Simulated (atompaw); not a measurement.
**Pseudopotential generation for Mg: PAW (atompaw), LDA (PW92)**

Task: generate the file, and judge it by its logarithmic derivatives, its ghosts and its cutoff.

Method: atompaw 4.2.0.5, LDA (PW92), scalar-relativistic.

**1. Starting point**

Typed settings, in words:

```json
{
  "element": "magnesium (Mg, Z = 12)",
  "type": "PAW",
  "frozen core": "[He]",
  "valence charge": "10",
  "reference configuration": "2s2 2p6 3s2 3p0",
  "partial waves": "2s (bound): rc 0.70 bohr; 3s (bound): rc 1.45 bohr; 2p (bound): rc 0.80 bohr; 3p (bound, empty): rc 1.45 bohr",
  "local potential": "vpsmatchnc scheme with l = 2 at 1 Ry, radius 1.35 bohr",
  "core correction": "smooth core density matched at 1.10 bohr",
  "augmentation charge": "gaussian compensation charge, radius 1.20 bohr; PAW radius 1.45 bohr; waves and projectors: custom polynom2 7 10 vanderbiltortho"
}
```

**2. The generation run**

Contents of Mg.input:

```
Mg 12
LDA-PW scalarrelativistic loggrid 1500 logderivrange -8 5 326
3 3 0 0 0 0
3 1 0
0 0 0
c
v
v
v
v
1
1.45 1.20 1.35 1.10
n
n
custom polynom2 7 10 vanderbiltortho gaussian
2 1 vpsmatchnc
0.70
1.45
0.80
1.45
PWSCFOUT
UPFDX 0.0125d0 UPFXMIN -7.d0 UPFZMESH 12.d0
END
```

Run with:

```console
$ atompaw < Mg.input > Mg.log
```

What does the calculation give? Wanted: cutoffs; bound ghosts; largest phase difference near zero energy, channels read; lowest eigenvalue of the overlap; share of valence orbitals outside the PAW sphere; UPF file.

**Answer**, as computed:

```
                                                quantity                             value
                                                 cutoffs                    not determined
                                            bound ghosts                    not determined
largest phase difference near zero energy, channels read                         0.046 rad
         lowest eigenvalue of the overlap (Bessel basis)                         0.060 (s)
        share of valence orbitals outside the PAW sphere  2s 3 %, 3s 95 %, 2p 4 %, 3p 98 %
                                                UPF file                           written
```

**Reading.** Even at 400 Ry an occupied level stays 3333 mRy from its reference, so no cutoffs are read. Ghosts could not be judged. Of the channels read, s scatters worst near zero energy, by up to 0.05 rad. These are tests on the free atom; a crystal test is still owed.
